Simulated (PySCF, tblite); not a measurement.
# C5H6NO2 radical: geometry, infrared bands and EPR parameters

Aim: predict the infrared bands and EPR parameters of C5H6NO2 radical (`C=CO/C=[C]/NC=O`).

The runs use tblite 0.8.0 and PySCF 2.14.0, with density-fitted response routines of our own; the level of theory stands in each step. All values are computed, except where a source is named. Atoms count from 0, in the outputs and in this text.

## 1. The starting structure

14 atoms, charge 0, multiplicity 2; geometry from: force field or distance geometry start.

Bonds of the start (Å): C0–C1 1.33, C1–O2 1.36, O2–C3 1.41, C3–C4 1.33, C4–N5 1.43, N5–C6 1.43, C6–O7 1.28, C0–H8 1.08, C0–H9 1.07, C1–H10 1.09, C3–H11 1.08, N5–H12 1.04, C6–H13 1.09.

## 2. Relaxing the molecule with GFN2-xTB

The job: settings as JSON, then the geometry in Å.

```
{"job": {"kind": "relax", "xc": "GFN2-xTB", "basis": "xTB"}, "charge": 0, "multiplicity": 2}
C      3.482400     0.148900     0.468400
C      2.295100    -0.413800     0.691900
O      1.158600     0.291000     0.937200
C     -0.013400    -0.081900     0.249300
C     -1.152400     0.079700     0.914100
N     -2.372000    -0.293000     0.264000
C     -3.435800     0.632700     0.047200
O     -3.324900     1.848000     0.438900
H      3.518700     1.229200     0.466300
H      4.327200    -0.484500     0.300300
H      2.282000    -1.504700     0.699100
H      0.053500    -0.503000    -0.738400
H     -2.458700    -1.282300    -0.036900
H     -4.360900     0.333400    -0.443400
```

Command:

```bash
> OMP_NUM_THREADS=1 python probes_run.py task.json out
```

One launch serves the whole session: the jobs run in the order shown.

Further steps of the session: Harmonic vibrations with GFN2-xTB; EPR parameters: B3LYP/pcH-1.

**Question.** After this job, these run on its result: GFN2-xTB harmonic vibrations, gas phase; UKS B3LYP, pcH-1 on C H N O, non-relativistic, mean-field spin-orbit, GIAO. Predict these results of the whole session: strongest single infrared mode (GFN2-xTB); zero-point energy (GFN2-xTB); g(iso) (B3LYP); ⟨S²⟩; largest a(iso); surface potential, 1st and 99th percentile.

**Answer**, as computed:

| quantity | value |
| --- | --- |
| strongest single infrared mode (GFN2-xTB) | 1734 cm⁻¹, 372 km/mol |
| zero-point energy (GFN2-xTB) | 62.3 kcal/mol |
| g(iso) (B3LYP) | 2.00266 |
| ⟨S²⟩ | 0.755 (exact 0.75) |
| largest a(iso) | 13C on C4, 286.8 MHz |
| surface potential, 1st and 99th percentile | -1.61 V and 2.40 V |

**Reading.** Relaxing lowered the energy by 1.184 eV in 130 steps; the bonded pair that moved most is C4–N5, from 1.431 to 1.346 Å. No mode is imaginary among the 36: a minimum at this level. The strongest single mode, at 1734 cm⁻¹, moves mainly C6 and O7. GFN2-xTB is a fitted tight-binding method: band positions and strengths are rough. Its intensities can rank the bands wrongly. C4 carries the largest spin population, 0.77 e. The isotropic g lies 0.3 ppt above the free-electron value.
